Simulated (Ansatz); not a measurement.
# C₃H₅ClFIn: one species, many methods

How much do the methods differ for C₃H₅ClFIn? The plan is to run it at one geometry with functionals of several rungs and with coupled cluster, and see how far each lands from CCSD(T) at the basis-set limit for the atomisation energy.

The runs use Ansatz 0.2.0, Gaussian basis; functionals in def2-TZVPP, the program's frozen cores in correlated methods.

The runs, in order: LDA (SPW92), PBE-D4, revPBE-D4, BLYP-D4, r2SCAN-D4, B97M-V, PBE0-D4, B3LYP-D4, r2SCANh-D4, r2SCAN0-D4, HSE06-D4, BHLYP-D4, CAM-B3LYP-D4, LC-ωPBE, ωB97X-V, ωB97M-V, B2PLYP, PBE-QIDH; CCSD(T)/def2-SVP; CCSD(T)/def2-TZVPP; MP2/def2-QZVPP; extrapolation to the limit; RPA on PBE.

## Step 1: Structure used throughout

All runs share one geometry, relaxed beforehand with PBE0-D4 in a triple-zeta def2 set. In takes the def2 core potential; no spin-orbit term is included.

SMILES `C=C[CH2][In]([F])[Cl]`, 11 atoms, charge 0, spin multiplicity 1.

Atoms are counted from 1 here; the program's logs count them from 0.

Bond lengths: C1–C2 1.325 Å, C1–H7 1.084 Å, C1–H8 1.088 Å, C2–C3 1.492 Å, C2–H9 1.090 Å, C3–In4 2.139 Å, C3–H10 1.095 Å, C3–H11 1.095 Å, In4–F5 1.951 Å, In4–Cl6 2.318 Å. Angles: C2–C1–H7 120.7°, C2–C1–H8 122.7°, H7–C1–H8 116.6°, C1–C2–C3 127.4°, C1–C2–H9 118.3°, C3–C2–H9 114.3°, C2–C3–In4 115.2°, C2–C3–H10 111.5°, C2–C3–H11 111.5°, In4–C3–H10 106.2°, In4–C3–H11 106.2°, H10–C3–H11 105.7°, C3–In4–F5 124.2°, C3–In4–Cl6 127.4°, F5–In4–Cl6 108.4°.

## Step 2: LDA

This LDA is Slater exchange with PW92 correlation.

Contents of in.yaml:

```yaml
crystal:
  periodic: [false, false, false]
  atoms:
    - {symbol: C, position_ang: [-1.292474, 0.147391, -1.140779]}
    - {symbol: C, position_ang: [-0.545424, -0.884571, -0.775677]}
    - {symbol: C, position_ang: [0.552969, -0.894802, 0.233396]}
    - {symbol: In, position_ang: [0.946978, 0.987713, 1.168320]}
    - {symbol: F, position_ang: [-0.031626, 2.630199, 0.780858]}
    - {symbol: Cl, position_ang: [2.554643, 1.454338, 2.772222]}
    - {symbol: H, position_ang: [-2.067202, 0.032461, -1.889709]}
    - {symbol: H, position_ang: [-1.168178, 1.141471, -0.716278]}
    - {symbol: H, position_ang: [-0.730881, -1.849735, -1.247880]}
    - {symbol: H, position_ang: [0.346169, -1.600899, 1.044182]}
    - {symbol: H, position_ang: [1.500427, -1.220564, -0.207954]}
basis:
  gaussian: {orbitals: def2-TZVPP}
hamiltonian: {xc: lda}
output: {orbitals: {seedname: orbitals}}
```

The run is started by

```console
ansatz run in.yaml --threads 2 --pin off --events-out ev --progress --plain --max-ram 32768MiB --backend cuda --devices 0, --max-vram 18GiB
```

Further steps of the session: PBE-D4 (GGA); revPBE-D4 (GGA); BLYP-D4 (GGA); r2SCAN-D4 (meta-GGA); B97M-V (meta-GGA); PBE0-D4 (hybrid); B3LYP-D4 (hybrid); r2SCANh-D4 (hybrid); r2SCAN0-D4 (hybrid); HSE06-D4 (hybrid); BHLYP-D4 (hybrid); CAM-B3LYP-D4 (range-separated); LC-ωPBE (range-separated); ωB97X-V (range-separated); ωB97M-V (range-separated); B2PLYP (double hybrid); PBE-QIDH (double hybrid); CCSD(T) in def2-SVP; CCSD(T) in def2-TZVPP; MP2 in def2-QZVPP; RPA on PBE orbitals.

Q: Predict the results of all the runs planned. Wanted: atomisation energy, CCSD(T)/CBS; farthest beyond LDA; mean size of error, GGA; mean size of error, meta-GGA; mean size of error, hybrid; mean size of error, range-separated; mean size of error, double hybrid; gap, smallest and largest; T1 diagnostic.

The runs gave:

```
                               quantity                                                                                                                     value
        atomisation energy, CCSD(T)/CBS                                                                                                                 42.839 eV
    functionals within 0.428 eV (1.0 %)  revPBE-D4, r2SCAN-D4, B97M-V, PBE0-D4, B3LYP-D4, r2SCANh-D4, HSE06-D4, CAM-B3LYP-D4, LC-ωPBE, ωB97X-V, ωB97M-V, PBE-QIDH
                    farthest beyond LDA                                                                                                      BHLYP-D4 (-1.638 eV)
                mean size of error, GGA                                                                                                                  0.545 eV
           mean size of error, meta-GGA                                                                                                                  0.026 eV
             mean size of error, hybrid                                                                                                                  0.519 eV
    mean size of error, range-separated                                                                                                                  0.090 eV
      mean size of error, double hybrid                                                                                                                  0.471 eV
              gap, smallest and largest                                                                                     4.31 eV (BLYP-D4), 11.38 eV (LC-ωPBE)
                          T1 diagnostic                                                                                                                    0.0138
triples share of the correlation energy                                                                                                                     3.8 %
```

LDA overbinds by 6.170 eV (14 %). PBE-D4 is off by +0.860 eV. Double hybrids carry the basis error of their MP2 part in triple zeta, and no dispersion term here, so their miss is partly the set-up's. The rungs meta-GGA, range-separated miss on average by less than the doubt on the reference (0.428 eV), so they tie. The reference freezes the cores and leaves out spin-orbit coupling and excitations past (T), and its outer-core shells are covered unevenly, so misses under about 0.428 eV can't be ranked. All levels share the lack of spin-orbit coupling, which lowers the free heavy atoms and so the true binding. Hartree-Fock recovers 73 % of the binding; the rest is correlation. CCSD(T) in def2-SVP is off by -2.229 eV, so the small basis spoils what the method gains. Orbital gaps span 4.3 to 11.4 eV; exact exchange widens them. Correlated methods include outer-core shells of In, which these sets cover unevenly.
